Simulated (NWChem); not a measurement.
**AlNH3OF (SMILES [NH2][Al]([OH])[F]) at 6 levels**

We compute a comparison of 6 runs (HF/STO-3G, M06-2X/cc-pVDZ, PBE0/cc-pVDZ, B3LYP/6-31G*, B3LYP/cc-pVDZ) of AlNH3OF. 

Program for the calculation: NWChem 7.3.0.

60 further runs of the same task are left out: 60 set aside as unsound or not needed.

### Step 1. The molecule

AlNH3OF: 7 atoms, total charge 0, spin state singlet. SMILES: `[NH2][Al]([OH])[F]`. The Al2–F4 distance was set to 2.137 Å, away from the relaxed value.

Bond lengths: N1–Al2 1.755 Å, Al2–O3 1.685 Å, N1–H5 1.006 Å, N1–H6 1.006 Å, O3–H7 0.954 Å. Angles: N1–Al2–O3 124.9°, Al2–N1–H5 123.7°, Al2–N1–H6 125.7°, Al2–O3–H7 124.9°, H5–N1–H6 110.6°.

### Step 2. The energy at HF/STO-3G (run 1)

Input file alfh3no.nw:

```
start alfh3no
memory stack 880 mb heap 220 mb global 1100 mb
geometry units au noautosym nocenter noautoz
N  -0.43484110  2.42722471 -1.00006196
Al  0.39002435 -0.51470093  0.28986509
O   3.22782608 -1.22183644  1.55069036
F  -2.39163738 -3.44326997  0.27684488
H  -2.14201968  2.81159500 -1.74518097
H   0.69786074  3.94939910 -1.10569765
H   4.62017628 -0.08195364  1.66501879
end
basis spherical bse
* library STO-3G
end
scf
thresh 1e-08
maxiter 80
end
task scf energy
```

Launch:

```bash
nwchem alfh3no.nw > alfh3no.out
```

Standard output:

```text
[...]
  functions       =    27
[...]
  wavefunction    = RHF
[...]
         Total SCF energy =   -466.369088233252
      One-electron energy =   -950.177704382226
      Two-electron energy =    335.455153948478
 Nuclear repulsion energy =    148.353462200496
        Time for solution =      0.9s
[...]
```

It took 1.5 s on 1 thread of Intel Xeon Platinum 8488C (Sapphire Rapids), shared host; peak memory 0.099 GiB.

### Step 3. The energy at M06-2X/cc-pVDZ (run 2)

Input file calc.nw:

```
start calc
title "AlFH3NO"
memory total 2200 mb

geometry noautosym nocenter noautoz
N     -0.230108     1.284432    -0.529210
Al     0.206392    -0.272368     0.153390
O      1.708092    -0.646568     0.820590
F     -1.265600    -1.822100     0.146500
H     -1.133508     1.487832    -0.923510
H      0.369292     2.089932    -0.585110
H      2.444892    -0.043368     0.881090
end

basis spherical bse
N library cc-pVDZ
Al library cc-pVDZ
O library cc-pVDZ
F library cc-pVDZ
H library cc-pVDZ
end

dft
xc m06-2x
mult 1
grid xfine
convergence energy 1e-08
iterations 100
mulliken
print low
end

task dft
```

Launch:

```bash
nwchem calc.nw > calc.out
```

Standard output:

```text
[...]
 d= 0,ls=0.0,diis     1   -473.9140427125 -6.22D+02  1.66D-02  1.16D+00     4.3
[...]
 d= 0,ls=0.0,diis    10   -474.0559078562 -7.27D-09  9.30D-07  1.47D-08    35.9
         Total DFT energy =     -474.055907856173
      One electron energy =     -952.722521562309
           Coulomb energy =      376.065003730561
    Exchange-Corr. energy =      -45.751862936952
 Nuclear repulsion energy =      148.353472912527
[...]
      Total Density - Mulliken Population Analysis
     ---------------------------------------------
    Atom       Charge   Shell Charges
 -----------   ------   -------------------------------------------------------
    1 N    7     7.33   2.01  0.73  0.64  2.44  1.51  0.01
    2 Al  13    12.21   2.00  2.02  0.52  0.08  6.01  0.83  0.26  0.49
    3 O    8     8.43   2.00  0.82  0.87  2.87  1.86  0.01
    4 F    9     9.46   2.00  0.88  1.06  3.26  2.26  0.00
    5 H    1     0.87   0.71  0.11  0.06
    6 H    1     0.88   0.71  0.12  0.06
    7 H    1     0.81   0.67  0.06  0.08
[...]
```

It took 37 s on 1 thread of Intel Xeon Platinum 8488C (Sapphire Rapids), shared host; peak memory 0.13 GiB.

Runs 3 to 5 aren't shown in full; the table further down has their settings and results.

### Step 4. The energy at B3LYP/cc-pVDZ (run 6)

Input file mymol.nw:

```
start mymol
memory stack 880 mb heap 220 mb global 1100 mb
geometry noautosym nocenter noautoz
  N    -0.230108    1.284432   -0.529210
  Al    0.206392   -0.272368    0.153390
  O     1.708092   -0.646568    0.820590
  F    -1.265600   -1.822100    0.146500
  H    -1.133508    1.487832   -0.923510
  H     0.369292    2.089932   -0.585110
  H     2.444892   -0.043368    0.881090
end
basis spherical bse
  * library cc-pVDZ
end
dft
  xc b3lyp
  mult 1
  grid xfine
  convergence energy 1e-08
  iterations 100
  mulliken
end
task dft energy
```

Launch:

```bash
nwchem mymol.nw > mymol.out
```

Standard output:

```text
[...]
          Wavefunction type:  closed shell.
          No. of atoms     :     7
          No. of electrons :    40
[...]
          Charge           :     0
          Spin multiplicity:     1
[...]
          AO basis - number of functions:    75
[...]
              XC Information
              --------------
                         B3LYP Method XC Potential
                     Hartree-Fock (Exact) Exchange  0.200
                        Slater Exchange Functional  0.800 local
                    Becke 1988 Exchange Functional  0.720 non-local
              Lee-Yang-Parr Correlation Functional  0.810
                  VWN I RPA Correlation Functional  0.190 local
[...]
 d= 0,ls=0.0,diis     1   -474.0403210675 -6.22D+02  2.26D-02  1.18D+00     3.7
[...]
 d= 0,ls=0.0,diis    10   -474.1807855334 -5.10D-09  9.71D-07  1.97D-08    29.7
         Total DFT energy =     -474.180785533413
      One electron energy =     -952.808363545132
           Coulomb energy =      376.154009209357
    Exchange-Corr. energy =      -45.879904110165
 Nuclear repulsion energy =      148.353472912527
[...]
      Total Density - Mulliken Population Analysis
     ---------------------------------------------
    Atom       Charge   Shell Charges
 -----------   ------   -------------------------------------------------------
    1 N    7     7.27   2.01  0.73  0.63  2.47  1.43  0.01
    2 Al  13    12.26   2.00  2.03  0.53  0.10  6.01  0.82  0.30  0.47
    3 O    8     8.40   2.01  0.82  0.87  2.89  1.81  0.01
    4 F    9     9.44   2.00  0.89  1.06  3.28  2.21  0.00
    5 H    1     0.89   0.72  0.12  0.06
    6 H    1     0.91   0.72  0.13  0.06
    7 H    1     0.84   0.68  0.07  0.08
[...]
```

Wall time 31 s (1 thread of Intel Xeon Platinum 8488C (Sapphire Rapids), shared host); peak memory 0.13 GiB.

### Step 5. All runs side by side

| run | level | iteration cap | module | energy (Eh) | dipole moment (D) | HOMO energy (eV) | LUMO energy (eV) | wall time |
| --- | --- | --- | --- | --- | --- | --- | --- | --- |
| 1 | HF/STO-3G | 80 | scf | -466.369088 | 3.06 | -7.75 | 8.37 | 1.5 s |
| 2 | M06-2X/cc-pVDZ | 100 | dft | -474.055908 | – | – | – | 37 s |
| 3 | PBE0/cc-pVDZ | 100 | dft | -473.804703 | – | – | – | 30 s |
| 4 | B3LYP/6-31G* (spherical functions) | 100 | dft | -474.138458 | 5.24 | -7.51 | -1.33 | 18 s |
| 5 | B3LYP/6-31G* (Cartesian functions) | 100 | dft | -474.143947 | 5.24 | -7.52 | -1.35 | 19 s |
| 6 | B3LYP/cc-pVDZ | 100 | dft | -474.180786 | 5.18 | -7.61 | -1.38 | 31 s |

### Step 6. What came out

| quantity | value |
| --- | --- |
| run 6: total energy | -474.18079 Eh |
| run 6: dipole moment | 5.18 D |
| run 6: HOMO energy | -7.61 eV |
| run 6: LUMO energy | -1.38 eV |
| run 6: HOMO–LUMO gap | 6.22 eV |

What this shows: Over runs 1, 4, 5, 6 the dipole moment (its size) runs from 3.06 D (HF/STO-3G) to 5.24 D (B3LYP/6-31G*). The two ends differ in method and basis. Over runs 1, 4, 5, 6 the HOMO–LUMO gap runs from 6.17 eV (B3LYP/6-31G*) to 16.12 eV (HF/STO-3G). Totals of different functionals can't be ranked against each other. In run 1 the basis is minimal, so the values are rough. All runs together took 2.3 min, the longest 37 s.
